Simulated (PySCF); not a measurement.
**The bond of MgSb, level by level**

What are the lowest state that PBE0 finds, the bond length, vibrational wavenumber and bond energy of MgSb, and how much do these hang on the method?

Program: PySCF 2.14.0. Level of theory: Mg def2-SVP, Sb def2-SVP with ECP28, scalar-relativistic core potentials. These are calculated values, not measurements.

## Step 1: Set-up

Settings of the job:

```json
{"atoms": "Mg, Sb", "charge": "0", "basis": "Mg def2-SVP, Sb def2-SVP with ECP28", "Hamiltonian": "scalar-relativistic core potentials", "basis functions": "44", "electrons treated": "35", "masses in u": "23.9850, 120.9038", "levels": "PBE0, PBE, r²SCAN, BLYP, r²SCAN0, MN15, LC-ωPBE, HF, MP2, SCS-MP2, CCSD, CCSD(T)", "grid": "80 radial by 434 angular points", "occupations": "held fixed by the projection of orbital angular momentum", "dissociation limit": "Mg + Sb, each in its ground configuration", "starting distance in angstrom": "2.720", "values of 2S to try": "1, 3"}
```

Launch:

```sh
> OMP_NUM_THREADS=1 python dia.py task.json out
```

Further steps of the session: The PBE0 curve of the state that the search chose; Excited determinants; PBE (GGA); r²SCAN (meta-GGA); BLYP; r²SCAN0 (hybrid meta-GGA); MN15; LC-ωPBE (range-separated hybrid); UHF (mean field); MP2 and coupled cluster.

Before running it: what results should come out? Wanted: for each run, Re; ωe; De; μ.

**Answer**, as computed:

Lowest PBE0 solution found, without spin–orbit coupling: ⁴Σ⁻ (quartet), unpaired electrons σ ↑, π ↑↑. State 2 has its PBE0 minimum 0.19 eV higher, as a spin-mixed determinant (⟨S²⟩ = 1.76), so this is no gap between pure states. State 3 has its PBE0 minimum 0.41 eV higher, as a spin-mixed determinant (⟨S²⟩ = 1.76), so this is no gap between pure states. State 4 has its PBE0 minimum 0.45 eV higher. The other levels ran on the lowest alone.

```
      level  Re (Å)  ωe (cm⁻¹)  De (eV)  μ (D)
        UHF   2.910      179.3    0.109  -1.84
    UHF-MP2   2.885      204.1    0.255    n/a
UHF-SCS-MP2   2.912      191.5    0.155    n/a
   UHF-CCSD   2.969      153.8    0.129    n/a
UHF-CCSD(T)   2.957      164.3    0.185    n/a
        PBE   2.899      197.1     0.67  -0.98
       BLYP   2.935      183.4     0.53  -1.00
     r²SCAN   2.865      213.5     0.77  -1.39
       PBE0   2.873      204.4     0.62  -1.24
    r²SCAN0   2.857      213.9     0.71  -1.53
       MN15   2.904      180.6    0.452  -1.03
    LC-ωPBE   2.811      227.7     0.57  -1.64
```

De is counted to Mg + Sb in their ground configurations. A positive dipole means Mg(−)Sb(+).

In words: The methods spread over 0.158 Å in bond length, from LC-ωPBE to UHF-CCSD. CCSD(T) can't serve as the judge here: for a weak bond in this basis it is far from its limit. Of the levels with a De here, UHF gives the least (0.109 eV) and r²SCAN the most (0.77 eV).

Correlated steps freeze 5 core orbitals. These are scalar-relativistic numbers at best; spin–orbit coupling would shift them, the dissociation energy most. With spin–orbit coupling the term label itself may not hold.
